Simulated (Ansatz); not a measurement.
**ZrBi: a short molecular-dynamics run**

A trajectory of ZrBi, a randomly packed cell with 12 atoms that was not relaxed first: 30 steps of 1.5 fs under a Langevin thermostat at 300 K.

All numbers below are computed with Ansatz 0.2.0 (DFT PBE, plane waves, PAW, scalar-relativistic, no spin polarisation).

## (1) The starting structure

The cell holds 12 atoms (Bi6Zr6): a = 7.403 Å, b = 7.307 Å, c = 6.330 Å, α = 97.03°, β = 89.35°, γ = 78.31°.

Coordinates:

```
CELL_PARAMETERS angstrom
7.21167 1.54612 -0.63983
-0.12252 7.23193 -1.03967
0.60359 0.13359 6.30007
ATOMIC_POSITIONS crystal
Zr 0.94454 0.92718 0.77129
Zr 0.25784 0.57733 0.97946
Zr 0.63687 0.19205 0.09075
Zr 0.43771 0.50065 0.46738
Zr 0.99799 0.55341 0.43836
Zr 0.26245 0.04672 0.05663
Bi 0.76910 0.39867 0.75254
Bi 0.95117 0.14769 0.39263
Bi 0.60742 0.76295 0.22012
Bi 0.28939 0.92154 0.50118
Bi 0.59983 0.10154 0.54747
Bi 0.58461 0.78665 0.77154
```

## (2) Dynamics

input.yaml

```yaml
crystal:
  lattice:
    - [7.211668, 1.546116, -0.639828]
    - [-0.122523, 7.231932, -1.039672]
    - [0.60359, 0.133588, 6.300074]
  atoms:
    - { symbol: Zr, position: [0.944537, 0.927182, 0.771295] }
    - { symbol: Zr, position: [0.257839, 0.577331, 0.979463] }
    - { symbol: Zr, position: [0.636871, 0.192048, 0.090745] }
    - { symbol: Zr, position: [0.437713, 0.500654, 0.467376] }
    - { symbol: Zr, position: [0.997988, 0.553414, 0.438363] }
    - { symbol: Zr, position: [0.26245, 0.046723, 0.05663] }
    - { symbol: Bi, position: [0.769102, 0.398673, 0.752541] }
    - { symbol: Bi, position: [0.951174, 0.147687, 0.392629] }
    - { symbol: Bi, position: [0.607418, 0.762947, 0.220124] }
    - { symbol: Bi, position: [0.289393, 0.921545, 0.501185] }
    - { symbol: Bi, position: [0.599834, 0.101535, 0.547472] }
    - { symbol: Bi, position: [0.584609, 0.786645, 0.771544] }
kpoints:
  mp_grid: { grid: [2, 2, 3] }
magnetization:
  spin_polarized: false
scf:
  occupations: { method: fermi_dirac, width: 0.1 }
hamiltonian:
  pseudopotentials: { kind: paw }
  xc: pbe
basis:
  ecutwfc: 420
md:
  timestep: 1.5
  n_steps: 30
  ensemble: nvt_langevin
  temperature: 300.0
  initial_velocities: maxwell_boltzmann
  seed: 173520
```

Run with:

```bash
$ ansatz run input.yaml --threads 2 --pin off --max-ram 2560MiB --backend cpu --events-out ev --progress --plain --runs-dir out
```

What it wrote, shortened:

```text
Warning: md: disabling space-group detection — thermal motion breaks the input geometry's symmetry, so no spatial operation reduces the k-mesh or symmetrises the density; time reversal is kept, so that k and −k are solved as one point where they differ and the mesh holds both, and exact [...]
Warning: RAYON_NUM_THREADS=2 ignored (pool sized by the plan → 2); use --threads N
[...]
Pseudopotentials: kind: paw
Pseudopotential: Zr, paw, valence charge 12, recommended cutoff 420 eV (normal), Zr.paw.azcp
Pseudopotential: Bi, paw, valence charge 15, recommended cutoff 420 eV (normal), Bi.paw.azcp
Functional definition: PBE
[...]
Crystal: 12 atoms, lattice volume = 332.604 Å³
Basis set: ecut = 420 eV, 6509 PW (Γ), exchange–correlation on 100×100×90 points (8 copies of the dense FFT grid, shifted against one another)
Bands: 98, of which v1, the nominal top of the filled ones, is band 81 counted from 1 (80 counted from 0)
Symmetry: 1 space group operations
k-points: 8 of 12 (time reversal used)
[...]
SCF iter   1: F=—  HF=-99473.438907 eV  |F-HF|=—  |Δ(HF+E_count)|=         —  Δρ=4.94e-3  dr2=2.67e-1  ethr=1.77e-3  ⟨swp⟩=6.0  Hψ=3248  notcnv=0
[...]
md step     0: t =     0.00 fs  T =   275.0 K  F+E_penalty+E_count = -99473.41696564 eV  E_kin = 0.426558 eV  (9 SCF iters)
[...]
md step     7: t =    10.50 fs  T =   361.9 K  F+E_penalty+E_count = -99473.50886535 eV  E_kin = 0.561401 eV  (5 SCF iters)
[...]
md step    14: t =    21.00 fs  T =   483.5 K  F+E_penalty+E_count = -99473.83821162 eV  E_kin = 0.749959 eV  (4 SCF iters)
[...]
md step    21: t =    31.50 fs  T =   767.9 K  F+E_penalty+E_count = -99474.28721189 eV  E_kin = 1.191178 eV  (5 SCF iters)
[...]
md step    28: t =    42.00 fs  T =  1078.7 K  F+E_penalty+E_count = -99474.82567216 eV  E_kin = 1.673192 eV  (5 SCF iters)
md step    29: t =    43.50 fs  T =  1116.2 K  F+E_penalty+E_count = -99474.90558565 eV  E_kin = 1.731293 eV  (4 SCF iters)
[...]
md step    30: t =    45.00 fs  T =  1158.8 K  F+E_penalty+E_count = -99474.98516653 eV  E_kin = 1.797478 eV  (7 SCF iters)
SCF converged after 7 iterations
Free energy (F): -99474.985167 eV
[...]
E sigma→0 (E₀):  -99474.755842 eV
Entropy (-TS):   -0.458649 eV (-38.221 meV/atom)
Fermi energy:    12.602492 eV
[...]
--- Forces (eV/Å), atoms counted from 1 ---
  atom   1  Zr    -0.72402687    -0.42051265     0.88107031
  atom   2  Zr     0.35925566     0.02854935     0.00002259
  atom   3  Zr    -0.64330457     0.09200566    -0.28424484
  atom   4  Zr     0.24755569    -0.53757911    -0.49448170
  atom   5  Zr    -0.19954234     0.56319768    -0.20709599
  atom   6  Zr     0.26274966     0.33632818    -0.51002655
  atom   7  Bi     1.94829673    -0.05373608     1.91454426
  atom   8  Bi    -0.06745560     0.31378180    -1.63404297
[...]
--- MD trajectory: 30 steps, t = 0.0 → 45.0 fs ---
  final state: T = 1158.8 K   F+E_penalty+E_count = -99474.98516653 eV   E_kin = 1.797478 eV
```

It took 4.7 min on 2 threads of Arm Neoverse V1, shared host; peak memory 0.85 GiB.

## (3) The trajectory

The trajectory, every 2 steps (energies from step 0); msd is the mean square displacement from the start, the centre of mass held:

| time (fs) | T (K) | potential energy change (meV/atom) | msd Zr (Å²) | msd Bi (Å²) |
| --- | --- | --- | --- | --- |
| 0.0 | 275 | 0.0 | 0.000 | 0.000 |
| 3.0 | 279 | -0.1 | 0.000 | 0.000 |
| 6.0 | 307 | -2.2 | 0.000 | 0.000 |
| 9.0 | 323 | -5.5 | 0.001 | 0.000 |
| 12.0 | 379 | -10.4 | 0.001 | 0.000 |
| 15.0 | 409 | -17.1 | 0.002 | 0.001 |
| 18.0 | 455 | -25.5 | 0.003 | 0.001 |
| 21.0 | 483 | -35.1 | 0.004 | 0.002 |
| 24.0 | 517 | -45.3 | 0.005 | 0.002 |
| 27.0 | 549 | -55.3 | 0.006 | 0.003 |
| 30.0 | 703 | -66.4 | 0.007 | 0.004 |
| 33.0 | 777 | -78.7 | 0.009 | 0.006 |
| 36.0 | 823 | -91.2 | 0.011 | 0.007 |
| 39.0 | 965 | -104.1 | 0.012 | 0.009 |
| 42.0 | 1079 | -117.4 | 0.014 | 0.012 |
| 45.0 | 1159 | -130.7 | 0.017 | 0.014 |

time (fs), T (K) and a bar:
```
      0.0        275 
      1.5        284 
      4.5        307 #
      6.0        307 #
      7.5        316 #
     10.5        362 ###
     12.0        379 ####
     13.5        390 ####
     15.0        409 #####
     18.0        455 ######
     19.5        482 #######
     21.0        483 #######
     24.0        517 ########
     25.5        514 ########
     27.0        549 #########
     30.0        703 ###############
     31.5        768 #################
     33.0        777 #################
     34.5        812 ##################
     37.5        891 #####################
     39.0        965 #######################
     40.5       1068 ###########################
     43.5       1116 #############################
     45.0       1159 ##############################
```

Pair distribution over the second half of the run:

| r (Å) | g Zr–Zr | g Zr–Bi | g Bi–Bi |
| --- | --- | --- | --- |
| 0.68 | 0.00 | 0.00 | 0.00 |
| 0.84 | 0.00 | 0.00 | 0.00 |
| 1.00 | 0.00 | 0.00 | 0.00 |
| 1.16 | 0.00 | 0.00 | 0.00 |
| 1.32 | 0.00 | 0.00 | 0.00 |
| 1.48 | 0.00 | 0.00 | 0.00 |
| 1.64 | 0.00 | 0.00 | 0.00 |
| 1.80 | 0.00 | 0.00 | 0.00 |
| 1.96 | 0.00 | 0.00 | 0.00 |
| 2.12 | 0.00 | 0.00 | 0.00 |
| 2.28 | 0.00 | 0.00 | 0.00 |
| 2.44 | 0.00 | 0.00 | 0.00 |
| 2.60 | 0.00 | 0.00 | 0.00 |
| 2.76 | 0.00 | 0.12 | 2.31 |
| 2.92 | 0.23 | 2.60 | 9.41 |
| 3.08 | 4.15 | 4.63 | 2.88 |

## (4) Frames from the trajectory

Positions (Å) and forces (eV/Å):

```xyz
12
Lattice="7.212 1.546 -0.640 -0.123 7.232 -1.040 0.604 0.134 6.300" Properties=species:S:1:pos:R:3:forces:R:3 pbc="T T T" time_fs=6.0 T=307 dE=-0.0269
Zr    7.186    8.271    3.280    0.235   -0.485    0.735
Zr    2.391    4.693    5.400    0.476    0.051   -0.030
Zr    4.626    2.380   -0.042   -0.488    0.153   -0.588
Zr    3.367    4.369    2.147   -0.573   -0.707   -0.454
Zr    7.390    5.603    1.565    0.090    0.780   -0.161
Zr    1.913    0.735    0.155   -0.104    0.327   -0.689
Bi    5.950    4.177    3.832    1.780    0.898    2.798
Bi    7.083    2.595    1.702    0.745    0.174   -2.843
Bi    4.427    6.494    0.210    2.096   -1.901   -1.001
Bi    2.277    7.169    2.015   -3.503   -1.305    0.920
Bi    4.636    1.737    2.962   -1.307    2.203   -0.180
Bi    4.577    6.697    3.665    0.554   -0.189    1.494
12
Lattice="7.212 1.546 -0.640 -0.123 7.232 -1.040 0.604 0.134 6.300" Properties=species:S:1:pos:R:3:forces:R:3 pbc="T T T" time_fs=12.0 T=379 dE=-0.1243
Zr    7.211    8.271    3.271    0.043   -0.522    0.769
Zr    2.400    4.683    5.391    0.466    0.049   -0.034
Zr    4.626    2.375   -0.053   -0.499    0.145   -0.539
Zr    3.351    4.373    2.148   -0.493   -0.744   -0.460
Zr    7.388    5.602    1.579    0.079    0.805   -0.195
Zr    1.903    0.717    0.165    0.002    0.326   -0.729
Bi    5.952    4.183    3.831    1.772    0.815    2.764
Bi    7.087    2.601    1.689    0.593    0.148   -2.691
Bi    4.439    6.500    0.212    2.053   -1.887   -0.976
Bi    2.275    7.159    2.023   -3.456   -1.211    0.780
Bi    4.628    1.743    2.966   -1.220    2.232   -0.236
Bi    4.570    6.698    3.667    0.660   -0.158    1.548
12
Lattice="7.212 1.546 -0.640 -0.123 7.232 -1.040 0.604 0.134 6.300" Properties=species:S:1:pos:R:3:forces:R:3 pbc="T T T" time_fs=16.5 T=436 dE=-0.2536
Zr    7.226    8.271    3.267   -0.098   -0.540    0.797
Zr    2.408    4.671    5.385    0.457    0.050   -0.035
Zr    4.625    2.370   -0.061   -0.517    0.142   -0.516
Zr    3.338    4.374    2.150   -0.419   -0.744   -0.471
Zr    7.391    5.606    1.589    0.065    0.802   -0.213
Zr    1.897    0.704    0.167    0.077    0.324   -0.735
Bi    5.957    4.191    3.834    1.778    0.722    2.709
Bi    7.090    2.606    1.677    0.476    0.163   -2.564
Bi    4.450    6.505    0.213    1.989   -1.859   -0.907
Bi    2.268    7.152    2.030   -3.302   -1.133    0.653
Bi    4.624    1.750    2.967   -1.198    2.170   -0.238
Bi    4.564    6.698    3.670    0.692   -0.098    1.521
12
Lattice="7.212 1.546 -0.640 -0.123 7.232 -1.040 0.604 0.134 6.300" Properties=species:S:1:pos:R:3:forces:R:3 pbc="T T T" time_fs=22.5 T=506 dE=-0.4823
Zr    7.244    8.265    3.261   -0.280   -0.529    0.855
Zr    2.419    4.654    5.377    0.447    0.054   -0.036
Zr    4.623    2.361   -0.070   -0.550    0.132   -0.501
Zr    3.319    4.373    2.151   -0.305   -0.722   -0.478
Zr    7.399    5.619    1.602    0.031    0.749   -0.231
Zr    1.890    0.691    0.165    0.153    0.315   -0.722
Bi    5.965    4.202    3.842    1.795    0.566    2.578
Bi    7.090    2.612    1.657    0.341    0.217   -2.375
Bi    4.463    6.508    0.212    1.880   -1.793   -0.731
Bi    2.253    7.142    2.040   -3.014   -1.033    0.466
Bi    4.618    1.761    2.967   -1.177    2.054   -0.212
Bi    4.557    6.697    3.677    0.678   -0.010    1.386
12
Lattice="7.212 1.546 -0.640 -0.123 7.232 -1.040 0.604 0.134 6.300" Properties=species:S:1:pos:R:3:forces:R:3 pbc="T T T" time_fs=28.5 T=601 dE=-0.7278
Zr    7.257    8.258    3.263   -0.433   -0.510    0.884
Zr    2.434    4.636    5.367    0.431    0.055   -0.030
Zr    4.619    2.349   -0.082   -0.584    0.126   -0.477
Zr    3.299    4.372    2.151   -0.178   -0.693   -0.488
Zr    7.410    5.633    1.609   -0.015    0.688   -0.235
Zr    1.888    0.680    0.159    0.200    0.313   -0.693
Bi    5.974    4.213    3.851    1.818    0.409    2.425
Bi    7.087    2.619    1.634    0.227    0.256   -2.176
Bi    4.474    6.508    0.208    1.783   -1.715   -0.541
Bi    2.237    7.132    2.048   -2.769   -0.936    0.292
Bi    4.609    1.773    2.966   -1.135    1.925   -0.179
Bi    4.549    6.695    3.683    0.655    0.081    1.216
12
Lattice="7.212 1.546 -0.640 -0.123 7.232 -1.040 0.604 0.134 6.300" Properties=species:S:1:pos:R:3:forces:R:3 pbc="T T T" time_fs=33.0 T=777 dE=-0.9443
Zr    7.263    8.251    3.270   -0.533   -0.486    0.894
Zr    2.444    4.624    5.359    0.416    0.052   -0.022
Zr    4.610    2.336   -0.093   -0.601    0.127   -0.446
Zr    3.284    4.368    2.152   -0.079   -0.644   -0.496
Zr    7.419    5.644    1.614   -0.054    0.642   -0.229
Zr    1.890    0.671    0.152    0.208    0.315   -0.650
Bi    5.983    4.222    3.861    1.844    0.280    2.298
Bi    7.082    2.625    1.613    0.154    0.280   -2.031
Bi    4.481    6.507    0.206    1.706   -1.645   -0.371
Bi    2.221    7.123    2.056   -2.562   -0.872    0.170
Bi    4.600    1.783    2.966   -1.104    1.790   -0.147
Bi    4.543    6.690    3.691    0.604    0.161    1.030
12
Lattice="7.212 1.546 -0.640 -0.123 7.232 -1.040 0.604 0.134 6.300" Properties=species:S:1:pos:R:3:forces:R:3 pbc="T T T" time_fs=39.0 T=965 dE=-1.2491
Zr    7.268    8.241    3.287   -0.639   -0.454    0.886
Zr    2.459    4.609    5.351    0.391    0.041   -0.013
Zr    4.594    2.325   -0.109   -0.617    0.115   -0.375
Zr    3.258    4.362    2.150    0.076   -0.579   -0.496
Zr    7.430    5.655    1.621   -0.122    0.601   -0.219
Zr    1.891    0.657    0.140    0.229    0.324   -0.589
Bi    5.993    4.231    3.876    1.896    0.113    2.124
Bi    7.076    2.635    1.585    0.047    0.294   -1.844
Bi    4.494    6.505    0.204    1.604   -1.533   -0.138
Bi    2.197    7.108    2.064   -2.260   -0.775    0.040
Bi    4.587    1.799    2.966   -1.085    1.546   -0.104
Bi    4.539    6.682    3.702    0.480    0.307    0.727
12
Lattice="7.212 1.546 -0.640 -0.123 7.232 -1.040 0.604 0.134 6.300" Properties=species:S:1:pos:R:3:forces:R:3 pbc="T T T" time_fs=45.0 T=1159 dE=-1.5682
Zr    7.268    8.227    3.311   -0.724   -0.421    0.881
Zr    2.473    4.595    5.343    0.359    0.029    0.000
Zr    4.579    2.317   -0.127   -0.643    0.092   -0.284
Zr    3.229    4.356    2.145    0.248   -0.538   -0.494
Zr    7.439    5.662    1.630   -0.200    0.563   -0.207
Zr    1.889    0.644    0.122    0.263    0.336   -0.510
Bi    6.005    4.241    3.895    1.948   -0.054    1.915
Bi    7.070    2.643    1.552   -0.067    0.314   -1.634
Bi    4.505    6.500    0.203    1.492   -1.405    0.078
Bi    2.168    7.089    2.076   -1.978   -0.647   -0.103
Bi    4.573    1.817    2.964   -1.064    1.309   -0.077
Bi    4.535    6.675    3.711    0.366    0.420    0.436
```

## (5) Summary of results

| quantity | value |
| --- | --- |
| length | 30 steps of 1.5 fs |
| temperature, first and last step | 275 and 1159 K |
| temperature, second half | mean 803 K, from 506 to 1159 K |
| potential energy, second half | -83 meV/atom from the start |
| mean square displacement, second half | Zr 0.010, Bi 0.007 Å² |

What this shows: Against a set 300 K the second half averages 803 K, going from 506 to 1159 K over that half; the potential energy of that half lies 83 meV/atom under the start, so the atoms have moved to lower-lying arrangements, and the energy set free heats the cell. Over the second half Zr atoms stand 0.1 Å (root mean square) from where they began, and the farthest move is 0.2 Å. Averages from a run of 45 fs with 12 atoms are rough.
